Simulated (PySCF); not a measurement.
# C2H10OSi2: the cost of one run

The runs use PySCF 2.14.0, with density-fitted response routines of our own; the level of theory stands in each step. All values are computed, except where a source is named. Atoms are numbered from 0 throughout.

### Step 1. Starting geometry

15 atoms, charge 0, multiplicity 1; geometry from: GFN2-xTB. The atoms were then displaced at random by about 0.01 Å, so the start is not that level's minimum.

Bonds of the start (Å): C0–O1 1.43, O1–C2 1.44, C2–Si3 1.89, C2–Si4 1.90, C0–H5 1.10, C0–H6 1.09, C0–H7 1.07, C2–H8 1.12, Si3–H9 1.47, Si3–H10 1.50, Si3–H11 1.44, Si4–H12 1.44, Si4–H13 1.46, Si4–H14 1.47.

### Step 2. Relaxing the molecule at PBE0-D3(BJ)/def2-SVP

What the job is given:

```
{"job": {"xc": "PBE0", "basis": "def2-SVP", "d3": "d3bj", "grid": 1, "shake": 0.01, "kind": "geom"}, "charge": 0, "multiplicity": 1}
C      1.792380    -0.085090    -1.190690
O      0.584430     0.561700    -0.794100
C     -0.045180    -0.016810     0.368280
Si    -0.730300     1.515860     1.246610
Si    -1.232120    -1.391900    -0.189590
H      2.124390     0.482230    -2.075600
H      2.545470    -0.013510    -0.406430
H      1.623710    -1.106360    -1.461770
H      0.759170    -0.429060     1.038120
H     -1.746170     2.135440     0.376060
H     -1.402850     1.085440     2.512470
H      0.334920     2.447520     1.536380
H     -0.537280    -2.410020    -0.939510
H     -2.258370    -0.786430    -1.039150
H     -1.827550    -2.006390     1.011690
```

The run is started by

```sh
OMP_NUM_THREADS=1 python probes_run.py task.json out
```

One launch serves the whole session: the jobs run in the order shown.

**Question.** How long does this first job take on 1 thread of Arm Neoverse V1, shared host, and how much memory does it need?

About 51 s, with a peak of 0.51 GiB.
